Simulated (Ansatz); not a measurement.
**B2F4H2S2: one species, many methods**

An exercise on one series of results from a longer session: the logs are not shown, and one member is left open.

Method: functionals in def2-TZVPP, the program's frozen cores in correlated methods; program: Ansatz 0.2.0, Gaussian basis.

The runs, in order: LDA (SPW92), PBE-D4, revPBE-D4, BLYP-D4, r2SCAN-D4, B97M-V, PBE0-D4, B3LYP-D4, r2SCANh-D4, r2SCAN0-D4, HSE06-D4, BHLYP-D4, CAM-B3LYP-D4, LC-ωPBE, ωB97X-V, ωB97M-V, B2PLYP, PBE-QIDH; CCSD(T)/def2-SVP; MP2/def2-TZVPP; MP2/def2-QZVPP; RPA on PBE.

**Structure used throughout**

All runs share one geometry, relaxed beforehand with PBE0-D4 in a triple-zeta def2 set.

SMILES `F[B-]1(F)[SH+][B-](F)(F)[SH+]1`, 10 atoms, charge 0, spin multiplicity 1.

Atoms are counted from 1 here; the program's logs count them from 0.

Bond lengths: F1–B2 1.344 Å, B2–F3 1.344 Å, B2–S4 2.024 Å, B2–S8 2.024 Å, S4–B5 2.024 Å, S4–H9 1.344 Å, B5–F6 1.344 Å, B5–F7 1.344 Å, B5–S8 2.024 Å, S8–H10 1.344 Å. Angles: F1–B2–F3 117.8°, F1–B2–S4 110.2°, F1–B2–S8 110.0°, F3–B2–S4 110.0°, F3–B2–S8 110.2°, S4–B2–S8 96.6°, B2–S4–B5 83.4°, B2–S4–H9 95.1°, B5–S4–H9 95.1°, S4–B5–F6 110.2°, S4–B5–F7 110.0°, S4–B5–S8 96.6°, F6–B5–F7 117.8°, F6–B5–S8 110.0°, F7–B5–S8 110.2°, B2–S8–B5 83.4°, B2–S8–H10 95.1°, B5–S8–H10 95.1°.

Set-up of the first run:

Input file in.yaml:

```yaml
crystal:
  periodic: [false, false, false]
  atoms:
    - {symbol: F, position_ang: [1.057015, -1.132638, 1.765712]}
    - {symbol: B, position_ang: [0.468051, -1.140884, 0.557798]}
    - {symbol: F, position_ang: [0.353480, -2.320191, -0.076320]}
    - {symbol: S, position_ang: [-1.336315, -0.229250, 0.653173]}
    - {symbol: B, position_ang: [-0.452006, 1.130385, -0.557307]}
    - {symbol: F, position_ang: [-0.337806, 2.310588, 0.075222]}
    - {symbol: F, position_ang: [-1.040283, 1.120463, -1.765545]}
    - {symbol: S, position_ang: [1.352782, 0.219673, -0.651181]}
    - {symbol: H, position_ang: [-1.073217, 0.435850, 1.790779]}
    - {symbol: H, position_ang: [1.091200, -0.445094, -1.789332]}
basis:
  gaussian: {orbitals: def2-TZVPP}
hamiltonian: {xc: lda}
output: {orbitals: {seedname: orbitals}}
```

Run with:

```
$ ansatz run in.yaml --threads 4 --pin off --events-out ev --progress --plain --max-ram 11315MiB
```

Steps of the session up to this table: LDA; PBE-D4 (GGA); revPBE-D4 (GGA); BLYP-D4 (GGA); r2SCAN-D4 (meta-GGA); B97M-V (meta-GGA); PBE0-D4 (hybrid); B3LYP-D4 (hybrid); r2SCANh-D4 (hybrid); r2SCAN0-D4 (hybrid); HSE06-D4 (hybrid); BHLYP-D4 (hybrid); CAM-B3LYP-D4 (range-separated); LC-ωPBE (range-separated); ωB97X-V (range-separated); ωB97M-V (range-separated); B2PLYP (double hybrid); PBE-QIDH (double hybrid).

One table of the session follows, with a row left open; its other results are not shown here.

It belongs to the step «Orbital energies across the functionals». 

| functional | HOMO (eV) | gap (eV) |
| --- | --- | --- |
| LDA (SPW92) | -7.63 | 5.93 |
| PBE-D4 | -7.46 | 5.99 |
| revPBE-D4 | ? | ? |
| BLYP-D4 | -7.33 | 5.97 |
| r2SCAN-D4 | -7.76 | 6.49 |
| B97M-V | -7.85 | 6.63 |
| PBE0-D4 | -8.73 | 8.19 |
| B3LYP-D4 | -8.51 | 7.72 |
| r2SCANh-D4 | -8.22 | 7.29 |
| r2SCAN0-D4 | -8.92 | 8.49 |
| HSE06-D4 | -8.34 | 7.41 |
| BHLYP-D4 | -9.88 | 10.36 |
| CAM-B3LYP-D4 | -10.05 | 10.62 |
| LC-ωPBE | -11.35 | 13.13 |
| ωB97X-V | -11.01 | 12.69 |
| ωB97M-V | -10.81 | 12.26 |

Q: Estimate the row for revPBE-D4 from the others.

The run gave: HOMO (eV): -7.40; gap (eV): 6.03. In the column «HOMO (eV)» it lies between PBE-D4 (-7.46) and BLYP-D4 (-7.33).
